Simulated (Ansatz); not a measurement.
Cd3Se:

```
CELL_PARAMETERS angstrom
-2.04095 2.04095 6.08708
2.04095 -2.04095 6.08708
2.04095 2.04095 -6.08708
ATOMIC_POSITIONS crystal
Cd 0.50000 0.50000 0.00000
Cd 0.25000 0.75000 0.50000
Cd 0.75000 0.25000 0.50000
Se 0.00000 0.00000 0.00000
```

The cell comes from a database or a generator and needn't be the stable form of this composition.

Base run:

- Program: Ansatz 0.2.0
- Functional: LDA
- Potentials or basis: all-electron LAPW, scalar-relativistic
- Cutoff: 223 eV (chosen from the basis error)
- Basis error allowed: 0.002 eV/atom
- k mesh: 9 × 9 × 9
- Occupations: fermi-dirac, width 0.05 eV
- Spin: no spin polarisation

Its results: pressure -5.6 GPa.

Problem. The run is repeated on the same cell with these changes: functional from LDA to PBE. What comes out?

Solution. Pressure -0.5 GPa.

PBE binds less tightly than LDA, so the same cell stands under more pressure.
